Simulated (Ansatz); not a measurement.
CsLiCr2Te2S3:

```xyz
9
Lattice="3.4216 -5.1807 0.0078 3.4216 5.1807 0.0078 -2.9041 0.0000 7.4309" Properties=species:S:1:pos:R:3 pbc="T T T"
Cs    0.6167    0.0000    0.0649
Li    2.4219    0.0000    4.1212
Cr    0.1728    2.1297    4.1498
Cr    0.1728   -2.1297    4.1498
Te    4.0786    1.5993    2.1688
Te    4.0786   -1.5993    2.1688
S     2.0049   -2.1476    5.4598
S     2.0049    2.1476    5.4598
S     0.0600    0.0000    3.5978
```

The cell was built by a generator and needn't be a form met in nature.

- Program: Ansatz 0.2.0
- Task: relaxation of cell and atoms
- Functional: r2SCAN
- Dispersion: rVV10
- Potentials or basis: Ansatz PAW
- Cutoff: 500 eV (not typed: the program's choice for these potentials)
- k mesh: 4 × 4 × 3
- Occupations: fermi-dirac, width 0.05 eV
- Spin: collinear spin, ferromagnetic start
- Starting moments: [0.0, 0.0, 3.0, 3.0, 0.0, 0.0, 0.0, 0.0, 0.0] μB

At the start: volume 29.30 Å³/atom.

Problem. Where does the relaxation end?

Solution. It ends after 7 steps and the volume is 27.44 Å³/atom (-6.3 %); space group Cm (No. 8, to 0.05 Å); moment 4.08 μB per cell.

The path:
```csv
step,energy change (eV),largest force (eV/Å),volume (Å³)
1,0.0000,0.1701,263.68
2,-0.0447,0.0660,256.97
3,-0.0649,0.1050,242.95
4,-0.0714,0.0418,247.34
5,-0.0739,0.0286,247.29
6,-0.0744,0.0086,246.97
7,-0.0724,0.0086,246.97
```

Final structure:
```
Cs Li Cr Te S
1.0
     3.38887   -5.20739    0.01662
     3.38887    5.20739    0.01662
    -2.85623    0.00000    6.98337
Cs Li Cr Te S
1 1 2 2 3
Direct
  0.09849 0.09849 0.99687
  0.58929 0.58929 0.55787
  0.05832 0.47029 0.56077
  0.47029 0.05832 0.56077
  0.55324 0.85938 0.27327
  0.85938 0.55324 0.27327
  0.81715 0.40982 0.74860
  0.40982 0.81715 0.74860
  0.21147 0.21147 0.48902
```

Caveat: the magnetic or orbital state may not be the lowest; the plane-wave basis is chosen anew once the cell has moved, so the energies of steps on either side of that aren't comparable; only a ferromagnetic start was run, and an antiferromagnetic order may lie lower in energy; the PAW data sets come from PBE, with cores solved anew for the run's functional, which leaves a small shift of forces and pressure.
